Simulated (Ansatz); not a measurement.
Born–Oppenheimer molecular dynamics of a periodic cell of 17 atoms, Sr3Ti3HNO9 (surface SrTiO3(111), adsorbate NH, incident energy 0.4 eV, 0° from the normal). It starts from an unrelaxed structure (largest force component 4.26 eV/Å).

Level of theory: Ansatz, DFT PBE, scalar-relativistic, plane waves, PAW. Settings: accuracy low, PAW set soft_1, cutoff 420 eV, k mesh 2x2x1, fermi-dirac smearing 0.02 eV, no spin polarisation.

```
ensemble            : NVE (velocity Verlet)
time step           : 0.5 fs
steps asked         : 180
starting velocities : zero, but for any typed in the input
atoms held          : 1 to 5
seed                : 715757
```

First frame:

```xyz
17
Lattice="5.5334 0.0000 0.0000 2.7667 4.7921 0.0000 0.0000 0.0000 18.6475" Properties=species:S:1:pos:R:3
Sr 0.000 0.000 1.000
Ti 2.767 1.597 2.130
O 2.767 0.000 1.000
O 4.150 2.396 1.000
O 1.383 2.396 1.000
Sr 5.533 3.195 3.259
Ti 5.533 0.000 4.388
O 2.767 3.195 3.259
O 1.383 0.799 3.259
O 4.150 0.799 3.259
Sr 2.767 1.597 5.518
Ti 5.533 3.195 6.647
O 5.533 1.597 5.518
O 6.917 3.993 5.518
O 4.150 3.993 5.518
N 0.796 0.433 8.839
H 0.766 0.338 9.869
```

(1) What does the run give?

(2) What happens to the structure?

(3) How do temperature and energy run in time?

Results:

(1) All steps were run.

```
steps done                                               : 180
time covered                                             : 90 fs
mean temperature over the second half                    : 1727 K
spread of the potential energy over the second half      : 28.5 meV per atom
mean potential energy of the second half above the start : -134.1 meV per atom
```

The conserved energy stayed within 0.12 meV per atom of its start (net change -0.059 meV per atom), so the integration is sound. A run of 0.09 ps of so small a system gives no equilibrium averages. Limits of this set-up: coarse k mesh, thin slab, slab without dipole correction, low accuracy level.

(2) Mean squared displacements from the first frame to the last: Sr 0.09 Å², Ti 0.03 Å², O 0.06 Å², N 3.34 Å², H 3.98 Å². The details hang on the random start.

(3) 
```tsv
time (fs)	T (K)	potential energy less start (eV)	conserved less start (meV/atom)
0.0	258	0.000	0.00
7.5	1037	-1.210	-0.04
15.0	1757	-2.327	-0.11
22.5	1316	-1.642	0.01
30.0	1933	-2.599	-0.10
37.5	1275	-1.578	-0.03
45.0	1052	-1.231	0.00
52.5	2118	-2.887	-0.10
60.0	1984	-2.678	-0.07
67.5	1512	-1.946	-0.05
75.0	1398	-1.769	-0.03
82.5	1760	-2.331	-0.05
90.0	2078	-2.825	-0.06
```

Run time: 32 min on 1 thread of Arm Neoverse V1 (shared host), peak memory 0.83 GiB.
